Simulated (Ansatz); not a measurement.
Write a Python script for the Ansatz DFT code, driven from Python that makes a formation energy from the elements of BaAlGe and its elements. Level of theory (first run): PBEsol, PAW, cutoff 420 eV, 7×7×5 k-points, Fermi-Dirac smearing of 0.05 eV.

`baalge.py`
```python
"""Formation energy of BaAlGe from the elements, after relaxing atoms and volume at fixed cell shape."""

from collections import Counter
import warnings

import ansatz as az
import numpy as np

PHASES = {
    "BaAlGe": (
        [(4.352617, 0.0, 0.0), (-2.176308, 3.769477, 0.0), (0.0, 0.0, 5.227767)],
        [
            ("Ba", (0.0, 0.0, 0.0)),
            ("Al", (2 / 3, 1 / 3, 0.5)),
            ("Ge", (1 / 3, 2 / 3, 0.5)),
        ],
    ),
    "Ba": (
        [(-2.5065, 2.5065, 2.5065), (2.5065, -2.5065, 2.5065), (2.5065, 2.5065, -2.5065)],
        [
            ("Ba", (0.0, 0.0, 0.0)),
        ],
    ),
    "Al": (
        [(0.0, 2.024805, 2.024805), (2.024805, 0.0, 2.024805), (2.024805, 2.024805, 0.0)],
        [
            ("Al", (0.0, 0.0, 0.0)),
        ],
    ),
    "Ge": (
        [(0.0, 2.82891, 2.82891), (2.82891, 0.0, 2.82891), (2.82891, 2.82891, 0.0)],
        [
            ("Ge", (0.0, 0.0, 0.0)),
            ("Ge", (0.25, 0.25, 0.25)),
        ],
    ),
}


def build(vectors, sites):
    crystal = az.Crystal(lattice=az.Lattice.of(vectors))
    for symbol, position in sites:
        crystal = crystal.atom(symbol, position)
    return crystal


def compute(name, crystal):
    calc = crystal.calculation()
    calc = calc.functional("pbesol").basis(420)
    calc = calc.scf(tolerance=1e-08).kpoints(spacing=0.27)
    calc = calc.occupations("fermi_dirac", width=0.05)
    calc = calc.stress()
    calc = calc.relax(force_tolerance=0.02, max_steps=40, fix_cell=["shape"])
    return calc.run(threads=1, backend="cpu")


def counts(outcome):
    return Counter(site.symbol for site in outcome.lattice.sites)

def formation_energy(outcome, mu):
    n = counts(outcome)
    return (outcome.report["energy_sigma0_ev"] - sum(k * mu[element] for element, k in n.items())) / sum(n.values())


def volume_per_atom(outcome):
    return abs(np.linalg.det(outcome.lattice.cell_ang)) / len(outcome.lattice.sites)

warnings.simplefilter("ignore")

phases = {name: build(*cell) for name, cell in PHASES.items()}

done = {}
for name, crystal in phases.items():
    done[name] = compute(name, crystal)
    print(f"{name}: {done[name].report['energy_sigma0_ev']:.4f} eV, {len(done[name].lattice.sites)} atoms")

# energy of one atom in its reference phase
references = {"Ba": "Ba", "Al": "Al", "Ge": "Ge"}
mu = {element: done[name].report["energy_sigma0_ev"] / len(done[name].lattice.sites) for element, name in references.items()}

target = done["BaAlGe"]
heat = formation_energy(target, mu)
n = counts(target)
print("cell content:", dict(n), " volume", round(volume_per_atom(target), 3), "A^3/atom")
print("formation energy", round(heat, 4), "eV/atom,", round(heat * sum(n.values()), 4), "eV per cell")
print("bound against the elements" if heat < 0 else "unbound against the elements")
```

Running `python baalge.py` prints:
```text
BaAlGe: -10642.1560 eV, 3 atoms
Ba: -5862.6011 eV, 1 atoms
Al: -524.5288 eV, 1 atoms
Ge: -8506.9825 eV, 2 atoms
cell content: {<Element.BA: 'Ba'>: 1, <Element.AL: 'Al'>: 1, <Element.GE: 'Ge'>: 1}  volume 27.636 A^3/atom
formation energy -0.5116 eV/atom, -1.5348 eV per cell
bound against the elements
```

What to keep in mind:
- Total energies depend on the potentials; only differences at equal settings carry meaning.
- For the metals among these phases the mesh is modest: differences between phases can be off by up to 40 meV an atom.
- The program warned that this SCF threshold is loose for forces or stresses.
- Atoms and volume are relaxed with the cell's shape held, which in cells of lower than cubic symmetry can hide stresses and shift volumes.
- The cells come from databases of deposited and of computed structures, and not all need be stable phases.
- The compound is the structure given, not necessarily its lowest; energies are at zero temperature, with no correction for gases. A semilocal functional's error on such energies is often 0.05 to 0.1 eV an atom, and 0.1 to 0.3 eV against gases such as O2 or F2.
- The script silences warnings, which a real study should read.
- Finished in 26 s on 1 thread of Arm Neoverse V1 (shared host), peak memory 0.46 GiB.
